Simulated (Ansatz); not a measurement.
# MgZn7O8: levels at named points

One table from this session's results is given with a row withheld; the runs are named, their logs left out.

Computed with Ansatz 0.2.0 (DFT PBEsol, scalar-relativistic, plane waves, PAW, unless a step's input says otherwise).

That is the level of the relaxation; later steps name their own.

**The system as given**

The structure is trigonal, space group P3m1 (No. 156). Conventional cell: a = 6.496 Å, b = 6.496 Å, c = 5.204 Å, α = 90.00°, β = 90.00°, γ = 120.00°. Mg (site symmetry 3m) has 4 O at 1.97 to 1.98 Å as nearest neighbours. Zn (site symmetry m) has 4 O at 1.97 to 1.98 Å as nearest neighbours. Around Zn (site symmetry 3m) lie 4 O at 1.97 to 1.98 Å. O (site symmetry m) has 3 Zn at 1.97 to 1.98 Å and 1 Mg at 1.98 Å as nearest neighbours. Around O (site symmetry 3m) lie 4 Zn at 1.97 to 1.98 Å. O (site symmetry 3m) has 1 Mg at 1.97 Å and 3 Zn at 1.98 Å as nearest neighbours. O (site symmetry m) is surrounded by 4 Zn at 1.97 to 1.98 Å.

Structure file:

```cif
data_structure
_symmetry_space_group_name_H-M 'P 1'
_symmetry_Int_Tables_number 1
_cell_length_a 5.2040
_cell_length_b 6.4964
_cell_length_c 6.4964
_cell_angle_alpha 120.000
_cell_angle_beta 90.000
_cell_angle_gamma 90.000
_cell_volume 190.20
loop_
_atom_site_label
_atom_site_type_symbol
_atom_site_fract_x
_atom_site_fract_y
_atom_site_fract_z
_atom_site_occupancy
Mg1 Mg 0.50000 0.16667 0.33333 1
Zn1 Zn 0.50000 0.16667 0.83333 1
Zn2 Zn 0.50000 0.66667 0.33333 1
Zn3 Zn 0.50000 0.66667 0.83333 1
Zn4 Zn 0.00000 0.33333 0.66667 1
Zn5 Zn 0.00000 0.33333 0.16667 1
Zn6 Zn 0.00000 0.83333 0.66667 1
Zn7 Zn 0.00000 0.83333 0.16667 1
O1 O 0.62099 0.33333 0.66667 1
O2 O 0.62099 0.33333 0.16667 1
O3 O 0.62099 0.83333 0.66667 1
O4 O 0.62099 0.83333 0.16667 1
O5 O 0.12099 0.16667 0.33333 1
O6 O 0.12099 0.16667 0.83333 1
O7 O 0.12099 0.66667 0.33333 1
O8 O 0.12099 0.66667 0.83333 1
```

Set-up of the first run:

(A quick probe on a coarse mesh, which set the mesh and smearing, is not shown.)

input.yaml

```yaml
crystal:
  lattice:
    - [0.0, 0.0, -5.20396031]
    - [3.2482165, 5.62607601, 0.0]
    - [3.2482165, -5.62607601, 0.0]
  atoms:
    - { symbol: Mg, position: [0.5, 0.16666667, 0.33333333] }
    - { symbol: Zn, position: [0.5, 0.16666667, 0.83333333] }
    - { symbol: Zn, position: [0.5, 0.66666667, 0.33333333] }
    - { symbol: Zn, position: [0.5, 0.66666667, 0.83333333] }
    - { symbol: Zn, position: [0.0, 0.33333333, 0.66666667] }
    - { symbol: Zn, position: [0.0, 0.33333333, 0.16666667] }
    - { symbol: Zn, position: [0.0, 0.83333333, 0.66666667] }
    - { symbol: Zn, position: [0.0, 0.83333333, 0.16666667] }
    - { symbol: O, position: [0.62099, 0.33333333, 0.66666667] }
    - { symbol: O, position: [0.62099, 0.33333333, 0.16666667] }
    - { symbol: O, position: [0.62099, 0.83333333, 0.66666667] }
    - { symbol: O, position: [0.62099, 0.83333333, 0.16666667] }
    - { symbol: O, position: [0.12099, 0.16666667, 0.33333333] }
    - { symbol: O, position: [0.12099, 0.16666667, 0.83333333] }
    - { symbol: O, position: [0.12099, 0.66666667, 0.33333333] }
    - { symbol: O, position: [0.12099, 0.66666667, 0.83333333] }
basis:
  ecutwfc: 420
kpoints:
  mp_grid: { grid: [6, 6, 6] }
hamiltonian:
  xc: pbesol
scf:
  occupations: { method: gaussian, width: 0.02 }
output:
  forces: true
  stress: true
  eigenvalues: true
relax:
  adjacent_minimum: "off"
  f_tol: 0.005
  max_steps: 80
  cell: { stress_tol: 0.05 }
```

Run with:

```sh
$ ansatz run input.yaml --threads 4 --pin off --max-ram 10240MiB --backend cpu --events-out ev --progress --plain --runs-dir out
```

Among the steps run: Full relaxation; Band edges over the whole zone; The run at PBEsol; The run at PBEsol on the hybrid's mesh; The run at HSE06; The run at r2SCAN.

One table of the session follows, with a row left open; its other results are not shown here.

```
                      level  gap (eV)  least direct gap (eV)
                     PBEsol      0.99                   0.99
PBEsol on the hybrid's mesh      0.99                   0.99
                      HSE06      2.82                   2.82
                     r2SCAN         ?                      ?
```

Q: Estimate the row for r2SCAN from the others.

The run gave: gap (eV): 1.54; least direct gap (eV): 1.54. In the column «gap (eV)» it lies between PBEsol on the hybrid's mesh (0.99) and HSE06 (2.82).

Gaps are by band count over the mesh and the named points; a gap of 0 means that the bands overlap or touch.
